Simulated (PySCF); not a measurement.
# C2H4ClN3Si: the cost of one run

The runs use PySCF 2.14.0, with density-fitted response routines of our own; the level of theory stands in each step. All values are computed, except where a source is named. Atoms count from 0, in the outputs and in this text.

**1. Starting geometry**

11 atoms, charge 0, multiplicity 1; geometry from: GFN2-xTB. The atoms were then displaced at random by about 0.01 Å, so the start is not that level's minimum.

Bonds of the start (Å): Si0–C1 1.85, C1–N2 1.31, N2–C3 1.39, C3–Cl4 1.65, C3–N5 1.32, N5–N6 1.32, N6–C1 1.36, Si0–H7 1.45, Si0–H8 1.48, Si0–H9 1.48, N6–H10 1.02.

**2. Geometry optimisation at PBE0-D3(BJ)/def2-SVP**

Job settings and geometry (Å):

```
{"job": {"xc": "PBE0", "basis": "def2-SVP", "d3": "d3bj", "grid": 1, "shake": 0.01, "kind": "geom"}, "charge": 0, "multiplicity": 1}
Si    -1.874230     0.254740    -0.365590
C     -0.063840     0.026330    -0.062500
N      0.874350     0.356850    -0.921340
C      2.064540     0.009680    -0.291640
Cl     3.551560     0.216100    -0.977920
N      1.845950    -0.517110     0.903270
N      0.528320    -0.503270     1.037730
H     -2.261340    -0.491480    -1.548820
H     -2.556190    -0.223880     0.858470
H     -2.150060     1.704210    -0.533000
H      0.079050    -0.858000     1.885680
```

Run with:

```bash
$ OMP_NUM_THREADS=1 python probes_run.py task.json out
```

One launch serves the whole session: the jobs run in the order shown.

**Question.** How long does this first job take on 1 thread of Arm Neoverse V1, shared host, and how much memory does it need?

About 64 s, with a peak of 0.52 GiB.
